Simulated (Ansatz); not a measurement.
# BH7OPSi (charge +1), SMILES B[PH2+][SiH2]O: a ladder of methods at one geometry

Program: Ansatz 0.2.0 through its Python package.

The script, `methods_bh7opsi.py`:
```python
import ansatz as az
from ase import Atoms

atoms = Atoms(["B", "P", "Si", "O", "H", "H", "H", "H", "H", "H", "H"], positions=[
    [2.0403, -0.502, 0.2631],
    [0.5406, 0.633, 0.3471],
    [-1.2221, -0.471, -0.2441],
    [-2.5943, 0.5568, -0.1688],
    [2.0746, -1.483, 0.9197],
    [2.9411, -0.2376, -0.4533],
    [0.725, 1.7229, -0.5244],
    [0.3797, 1.1033, 1.664],
    [-1.4114, -1.6094, 0.6668],
    [-1.0509, -0.9661, -1.6182],
    [-2.4227, 1.253, -0.8518],
])
system = az.Crystal.molecule_from_ase(atoms)

calc = system.calculation().basis(gaussian="def2-SVP").charge(1)

methods = ["mp2", "ccsd", "ccsd_t"]
reports = [calc.correlation(m).run(threads=1, backend="cpu").report for m in methods]
print(f"Hartree-Fock reference {reports[0]['reference_energy_ev'] / 27.211386246:.6f} Ha")
best = reports[-1]["free_energy_ev"] - reports[-1]["reference_energy_ev"]
for method, each in zip(methods, reports):
    gained = each["free_energy_ev"] - each["reference_energy_ev"]
    print(f"{method:8s} total {each['free_energy_ev'] / 27.211386246:.6f} Ha  correlation {gained:9.4f} eV  ({100 * gained / best:.1f} % of the last)")
```

`python methods_bh7opsi.py` gives:
```text
Hartree-Fock reference -732.769727 Ha
mp2      total -733.256176 Ha  correlation  -13.2369 eV  (87.0 % of the last)
ccsd     total -733.314959 Ha  correlation  -14.8365 eV  (97.6 % of the last)
ccsd_t   total -733.328624 Ha  correlation  -15.2084 eV  (100.0 % of the last)
```

Total energies depend on the basis set; only differences at equal settings carry meaning. The geometry is a force-field or estimated start, not a minimum of this method, and the basis set is short of its limit. A lower total doesn't mark the better method: functionals have no common bound, and MP2 and coupled cluster aren't variational. Inner cores stay frozen, so this is valence correlation. The whole script took 27 s on 1 thread of AMD EPYC 7R43 64-Core Processor (Zen 3), with other jobs on the host, peak memory 0.45 GiB.

(Lines on the test bed's own set-up are left out of the output.)
